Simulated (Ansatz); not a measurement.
# Hf2Sc3N: the cost of one run

Program: Ansatz 0.2.0. Level of theory: DFT PBE, scalar-relativistic, plane waves, PAW. These are calculated values, not measurements.

**1. Starting point**

It takes space group P4mm (No. 99, tetragonal). The conventional cell has a = 4.294 Å, b = 4.294 Å, c = 6.007 Å, α = 90.00°, β = 90.00°, γ = 90.00°. Hf (site symmetry 4mm) has 1 N at 2.02 Å in its first shell of neighbours. Around Hf (site symmetry 4mm) lie 4 N at 3.09 Å and 8 Sc at 3.13 to 3.20 Å. Sc (site symmetry 2mm) is surrounded by 4 Hf at 2.43 to 3.13 Å and 6 Sc at 2.49 to 3.04 Å. Sc (site symmetry 4mm) is surrounded by 1 N at 1.57 Å. N (site symmetry 4mm) has 1 Sc at 1.57 Å and 1 Hf at 2.02 Å in its first shell of neighbours.

As a file:

```
Hf Sc N
1.0
     4.29402    0.00000    0.00000
     0.00000    4.29402    0.00000
     0.00000    0.00000    6.00696
Hf Sc N
2 3 1
Cartesian
  0.0000 0.0000 5.4302
  2.1470 2.1470 2.8506
  2.1470 0.0000 0.5673
  0.0000 2.1470 0.5673
  0.0000 0.0000 1.8357
  0.0000 0.0000 3.4106
```

Recipe of the guess: random cell by space group and Wyckoff sites (P4mm, No. 99). The dimensions are guesses.

**2. A first look at the guess**

Input file input.yaml:

```yaml
crystal:
  lattice:
    - [4.294017, 0.0, 0.0]
    - [0.0, 4.294017, 0.0]
    - [0.0, 0.0, 6.00696315]
  atoms:
    - { symbol: Hf, position: [0.0, 0.0, 0.9039887] }
    - { symbol: Hf, position: [0.5, 0.5, 0.47454414] }
    - { symbol: Sc, position: [0.5, 0.0, 0.09444565] }
    - { symbol: Sc, position: [0.0, 0.5, 0.09444565] }
    - { symbol: Sc, position: [0.0, 0.0, 0.30560089] }
    - { symbol: "N", position: [0.0, 0.0, 0.56777439] }
basis:
  ecutwfc: 420
kpoints:
  mp_grid: { grid: [4, 4, 4] }
hamiltonian:
  xc: pbe
scf:
  occupations: { method: gaussian, width: 0.1 }
  lower_state_search: "off"
output:
  forces: true
  stress: true
  eigenvalues: true
```

Launch:

```
$ ansatz run input.yaml --threads 1 --pin off --max-ram 2560MiB --backend cpu --events-out ev --progress --plain --runs-dir out
```

**Question.** How long does this run take on 1 thread of Arm Neoverse N1, shared host, and how much memory does it need?

About 20 s, with a peak of 0.38 GiB.
